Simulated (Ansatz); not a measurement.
# GaHClO (sextet): the correlation ladder, cc-pVDZ

One table from this session's results is given with a row withheld; the runs are named, their logs left out.

Computed with Ansatz 0.2.0, Gaussian basis. Level: cc-pVDZ, core rule «outside noble gas», up to 20 orbitals frozen.

The runs, in order: UHF; CCSD(T) on ROHF; CCSD(T) on UHF; BCCD(T) on ROHF; CISD as a restricted active space (open shells left free, so some higher excitations enter); CCSDT(Q) on ROHF; CCSDT(Q) on UHF.

7 further runs of the same task are left out: 2 for a known fault of the program, 5 set aside as unsound or not needed. Runs told in other sessions of the task aren't counted.

### What is computed

The geometry is a PBE0/def2-TZVP stationary point (not a proven minimum) of the parent state, kept for this charge and spin. No spin-orbit coupling is included. The filled d shell of Ga may be among the frozen orbitals whatever the setting's name suggests.

4 atoms, charge 0, spin multiplicity 6.

Atoms are counted from 1 here; the program's logs count them from 0.

Bond lengths: Cl1–Ga2 2.280 Å, Ga2–O3 1.971 Å, O3–H4 0.970 Å. Angles: Cl1–Ga2–O3 70.4°, Ga2–O3–H4 107.7°.

The first run:

Contents of in.yaml:

```yaml
crystal:
  periodic: [false, false, false]
  atoms:
    - {symbol: Cl, position_ang: [-0.003470, 0.176594, 1.536640]}
    - {symbol: Ga, position_ang: [-0.011408, 0.301246, -0.740313]}
    - {symbol: O, position_ang: [0.107147, -1.585274, -0.180991]}
    - {symbol: H, position_ang: [-0.789579, -1.886197, 0.033798]}
basis:
  gaussian: {orbitals: cc-pVDZ}
magnetization: {spin_polarized: true, initial_magnetization: 5}
hamiltonian: {xc: hf}
output: {orbitals: {seedname: orbitals}}
```

Run with:

```
> ansatz run in.yaml --threads 1 --pin off --events-out ev --progress --plain --max-ram 2816MiB --backend cpu
```

Steps of the session up to this table: UHF; CCSD(T) on ROHF; CCSD(T) on UHF; BCCD(T) on ROHF; CISD as a restricted active space (open shells left free, so some higher excitations enter); CCSDT(Q) on ROHF; CCSDT(Q) on UHF.

One of the session's tables, all rows but one given; the rest of the session is left out.

It belongs to the step «Misses and costs». 

```
   method  from RCCSDT(Q) (meV)
     ROHF               +9374.6
      UHF               +9088.9
     RMP2               +1197.9
     UMP2               +1195.2
    RCCSD                +235.1
    UCCSD                +206.7
 RCCSD(T)                 +60.6
 UCCSD(T)                 +37.0
  BCCD(T)                 +58.0
   RCCSDT                 +19.6
   UCCSDT                  -4.3
RCCSDT(Q)                     0
UCCSDT(Q)                     ?
```

Estimate the missing values for UCCSDT(Q).

As computed: from RCCSDT(Q) (meV): -24.8. In the column «from RCCSDT(Q) (meV)» it is the lowest.

Not comparable, so not listed: CISD as a restricted active space (open shells left free, so some higher excitations enter) (they don't share determinant, frozen orbitals or solution with the rows shown, or repeat one).

Limits of these values: Restricted and unrestricted rows rest on different reference determinants; a gap between their highest levels can come from leftover correlation error, from unlike frozen cores or from another state.
